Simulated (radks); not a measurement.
# La⁴⁺ in [Kr] 4d10 5s1.75 5p5 6s0.25: an all-electron calculation

What are the levels of the lanthanum ion La4+, how large are its shells, and how does its energy divide?

Program: radks (a radial shooting solver on a logarithmic mesh, Libxc functionals) version 1. Level of theory: scalar-relativistic Kohn-Sham, LDA (Slater exchange, Perdew-Wang correlation), spin-polarised, spherical densities, finite nucleus; open shells are filled with parallel spins first. These are calculated values, not measurements, unless marked.

### Step 1. Starting point

* element: lanthanum (Z = 57)
* charge: +4
* electrons: 53
* configuration: [Kr] 4d10 5s1.75 5p5 6s0.25
* nuclear rms radius: 4.855 fm

### Step 2. Self-consistent calculation

Input:

```text
Z 57
configuration [Kr] 4d10 5s1.75 5p5 6s0.25
relativity scalar-relativistic
functional lda,pw
spin polarised
nucleus finite rms 4.855 fm
c 137.035999084
```

On the command line:

```bash
python run_ks.py task.json out
```

This one command runs every case of the session in turn.

**Question.** What will this run give?

The runs gave:

| quantity | value |
| --- | --- |
| total energy | -8482.8747 hartree |
| exchange-correlation share of it | 2.30 % |
| −T/E | 1.0574 |
| highest occupied level | 6s up, -29.662 eV |
| most extended occupied level | 6s up, <r> = 3.13 bohr |
| radius at density 0.001 e/bohr³ | 3.58 bohr |
| maxima of the radial density | 4 |

What this shows: 6 principal shells are occupied and 4 maxima appear in the radial density; where shells overlap, one shows as a shoulder or not at all. −T/E is 1.057: with relativity the kinetic term as defined here no longer equals −E. This is not the tabulated ground configuration, so its levels and sizes aren't those of the ground state, and no measured value stands beside it.
